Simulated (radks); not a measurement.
# Ionisation energy and size from N to Bi

The task here is to estimate one member of a computed series from the others.

The numbers are computed with radks (a radial shooting solver on a logarithmic mesh, Libxc functionals) version 1 (scalar-relativistic Kohn-Sham, r2SCAN, spin-polarised, spherical densities, finite nucleus; open shells are filled with parallel spins first), except any that are marked as measured or tabulated.

1 further run of the same task is left out (set aside as unsound or not needed).

## The system

| Property | Result |
| --- | --- |
| species | N, P, As, Sb, Bi |
| runs | 10, each species and its next ion |

The first run:

Input:

```text
Z 7
configuration [He] 2s2 2p3
relativity scalar-relativistic
functional r2scan,r2scan
spin polarised
nucleus finite rms 2.5582 fm
c 137.035999084
```

Command:

```sh
> python run_ks.py task.json out
```

All runs below come from this command, one after another.

Steps of the session up to this table: N, [He] 2s2 2p3; N⁺, [He] 2s2 2p2; P, [Ne] 3s2 3p3; P⁺, [Ne] 3s2 3p2; As, [Ar] 3d10 4s2 4p3; As⁺, [Ar] 3d10 4s2 4p2; Sb, [Kr] 4d10 5s2 5p3; Sb⁺, [Kr] 4d10 5s2 5p2; Bi, [Hg] 6p3; Bi⁺, [Hg] 6p2.

One table of the session follows, with a row left open; its other results are not shown here.

| species | Δ-SCF (eV) | −ε(HOMO) (eV) | its <r> (bohr) |
| --- | --- | --- | --- |
| N | 15.470 | 8.890 | 1.41 |
| P | 10.903 | 6.684 | 2.31 |
| As | 10.282 | 6.310 | 2.49 |
| Sb | ? | ? | ? |
| Bi | 8.881 | 5.539 | 2.98 |

Q: Estimate the row for Sb from the others.

**Answer.** Δ-SCF (eV): 9.315; −ε(HOMO) (eV): 5.827; its <r> (bohr): 2.85. In the column «Δ-SCF (eV)» it lies between Bi (8.881) and As (10.282).

Open shells are spherical and high-spin; term and fine-structure splittings are not resolved. Spin-orbit splitting is averaged out at the scalar-relativistic level.
